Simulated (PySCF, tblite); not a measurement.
# C8H9B: geometry, infrared bands and NMR shifts

What infrared bands and NMR shifts should C8H9B (`C#CB[C@H]1CCC12C=C2`) show?

Computed with tblite 0.8.0 and PySCF 2.14.0, with density-fitted response routines of our own, on a single molecule in the gas phase. Atoms count from 0, in the outputs and in this text.

**1. Starting geometry**

18 atoms, charge 0, multiplicity 1; geometry from: force field or distance geometry start.

Bonds of the start (Å): C0–C1 1.21, C1–B2 1.53, B2–C3 1.55, C3–C4 1.55, C4–C5 1.54, C5–C6 1.45, C6–C7 1.45, C7–C8 1.36, C6–C3 1.44, C8–C6 1.47, C0–H9 1.06, B2–H10 1.19, C3–H11 1.13, C4–H12 1.10, C4–H13 1.09, C5–H14 1.10, C5–H15 1.12, C7–H16 1.10, C8–H17 1.09.

**2. Geometry optimisation with GFN2-xTB**

What the job is given:

```
{"job": {"kind": "relax", "xc": "GFN2-xTB", "basis": "xTB"}, "charge": 0, "multiplicity": 1}
C      3.291800     0.899200     0.492000
C      2.477300     0.103800     0.077600
B      1.487800    -0.937700    -0.439000
C     -0.049500    -0.863400    -0.221100
C     -0.552600    -0.958400     1.243400
C     -1.607900     0.101800     0.867100
C     -0.810800     0.349800    -0.322900
C     -0.580500     1.568300    -1.068500
C     -1.454100     0.677800    -1.604200
H      3.993000     1.618500     0.845300
H      1.906000    -1.777700    -1.178400
H     -0.561000    -1.717800    -0.764600
H      0.108000    -0.514300     1.998000
H     -1.010900    -1.921100     1.472100
H     -1.785600     0.876100     1.624100
H     -2.571500    -0.419900     0.622000
H     -0.135600     2.553100    -1.272800
H     -2.152600     0.368100    -2.381800
```

Command:

```console
> OMP_NUM_THREADS=1 python probes_run.py task.json out
```

This one command runs all jobs of the session in turn.

**Question.** This job is followed by: GFN2-xTB harmonic vibrations, gas phase; GIAO PBE0/pcSseg-1 NMR shielding, non-relativistic, gas phase. What will the session give for the following? strongest single infrared mode (GFN2-xTB); zero-point energy (GFN2-xTB); 13C shifts against TMS (PBE0/pcSseg-1); 1H shifts against TMS (PBE0/pcSseg-1); 11B shifts against BF3·OEt2 (PBE0/pcSseg-1).

The runs gave:

| quantity | value |
| --- | --- |
| strongest single infrared mode (GFN2-xTB) | 2608 cm⁻¹, 136 km/mol |
| zero-point energy (GFN2-xTB) | 86.8 kcal/mol |
| 13C shifts against TMS (PBE0/pcSseg-1) | 138.5, 135.1, 132.5, 98.7, 51.7, 37.1, 27.1, 18.2 ppm |
| 1H shifts against TMS (PBE0/pcSseg-1) | 7.87, 7.64, 6.69, 5.04, 3.02, 2.61, 2.27, 2.17, 2.03 ppm |
| 11B shifts against BF3·OEt2 (PBE0/pcSseg-1) | 72.0 ppm |

In words: Over 175 steps the energy fell by 0.944 eV; of the close pairs, C3–C6 changed most, 1.436 to 1.548 Å. No mode is imaginary among the 48: a minimum at this level. The strongest single mode, at 2608 cm⁻¹, moves mainly H10. GFN2-xTB is a fitted tight-binding method: band positions and strengths are rough. Its intensities can rank the bands wrongly. At PBE0/pcSseg-1: The largest span, 312 ppm, is at C1, where the paramagnetic term is -166 ppm.
